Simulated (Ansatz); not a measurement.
**CH6BNZn: a ladder of functionals and wavefunction methods**

The task here is to estimate one member of a computed series from the others.

Computed with Ansatz 0.2.0, Gaussian basis. Level: functionals in def2-TZVPP, the program's frozen cores in correlated methods.

The runs, in order: PBE-D4, r2SCAN-D4, PBE0-D4, B3LYP-D4, ωB97X-V, ωB97M-V, B2PLYP; CCSD(T)/def2-TZVPP; MP2/def2-QZVPP; extrapolation to the limit.

### Structure used throughout

An earlier PBE0-D4 in a triple-zeta def2 set relaxation fixed the geometry.

SMILES `B[N](C)[ZnH]`, 10 atoms, charge 0, spin multiplicity 1.

Atoms are counted from 1 here; the program's logs count them from 0.

Bond lengths: B1–N2 1.385 Å, B1–H5 1.214 Å, B1–H6 1.203 Å, N2–C3 1.446 Å, N2–Zn4 1.850 Å, C3–H7 1.094 Å, C3–H8 1.095 Å, C3–H9 1.095 Å, Zn4–H10 1.521 Å. Angles: N2–B1–H5 117.9°, N2–B1–H6 122.2°, H5–B1–H6 120.0°, B1–N2–C3 123.2°, B1–N2–Zn4 108.3°, C3–N2–Zn4 128.5°, N2–C3–H7 110.3°, N2–C3–H8 111.6°, N2–C3–H9 111.6°, H7–C3–H8 107.9°, H7–C3–H9 107.9°, H8–C3–H9 107.3°, N2–Zn4–H10 178.4°.

Geometry (Å):

| atom | x (Å) | y (Å) | z (Å) |
| --- | --- | --- | --- |
| B1 | -1.1988 | 0.5063 | -0.4661 |
| N2 | 0.0405 | 0.0520 | -0.0477 |
| C3 | 0.2105 | -1.0317 | 0.8950 |
| Zn4 | 1.3424 | 1.0564 | -0.8951 |
| H5 | -1.2279 | 1.4227 | -1.2613 |
| H6 | -2.2265 | 0.0233 | -0.0678 |
| H7 | -0.7643 | -1.4198 | 1.2058 |
| H8 | 0.7797 | -1.8592 | 0.4595 |
| H9 | 0.7452 | -0.7048 | 1.7927 |
| H10 | 2.3822 | 1.9037 | -1.6119 |

The first run:

The input, in.yaml:

```yaml
crystal:
  periodic: [false, false, false]
  atoms:
    - {symbol: B, position_ang: [-1.198753, 0.506266, -0.466114]}
    - {symbol: N, position_ang: [0.040509, 0.051953, -0.047745]}
    - {symbol: C, position_ang: [0.210462, -1.031667, 0.894973]}
    - {symbol: Zn, position_ang: [1.342364, 1.056376, -0.895127]}
    - {symbol: H, position_ang: [-1.227883, 1.422735, -1.261278]}
    - {symbol: H, position_ang: [-2.226488, 0.023271, -0.067814]}
    - {symbol: H, position_ang: [-0.764290, -1.419826, 1.205809]}
    - {symbol: H, position_ang: [0.779748, -1.859206, 0.459500]}
    - {symbol: H, position_ang: [0.745214, -0.704806, 1.792665]}
    - {symbol: H, position_ang: [2.382218, 1.903703, -1.611870]}
basis:
  gaussian: {orbitals: def2-TZVPP}
hamiltonian: {xc: pbe, dispersion: d4}
output: {forces: true, orbitals: {seedname: orbitals}}
```

Command:

```console
$ ansatz run in.yaml --threads 4 --pin off --events-out ev --progress --plain --max-ram 10444MiB
```

Among the steps run: PBE-D4 (GGA); r2SCAN-D4 (meta-GGA); PBE0-D4 (hybrid); B3LYP-D4 (hybrid); ωB97X-V (range-separated); ωB97M-V (range-separated); B2PLYP (double hybrid); CCSD(T) in def2-TZVPP; MP2 in def2-QZVPP.

One of the session's tables, all rows but one given; the rest of the session is left out.

It belongs to the step «Atomisation energies». 

```
            method  atomisation energy (kcal/mol)
            PBE-D4                          799.9
         r2SCAN-D4                          791.7
           PBE0-D4                          789.3
          B3LYP-D4                          788.7
           ωB97X-V                          792.2
           ωB97M-V                              ?
            B2PLYP                          780.6
     HF/def2-TZVPP                          577.7
    MP2/def2-TZVPP                          777.0
   CCSD/def2-TZVPP                          756.0
CCSD(T)/def2-TZVPP                          766.6
           MP2/CBS                          794.3
       CCSD(T)/CBS                          783.9
```

**Question.** Estimate the row for ωB97M-V.

As computed: atomisation energy (kcal/mol): 791.0. In the column «atomisation energy (kcal/mol)» it lies between PBE0-D4 (789.3) and r2SCAN-D4 (791.7).
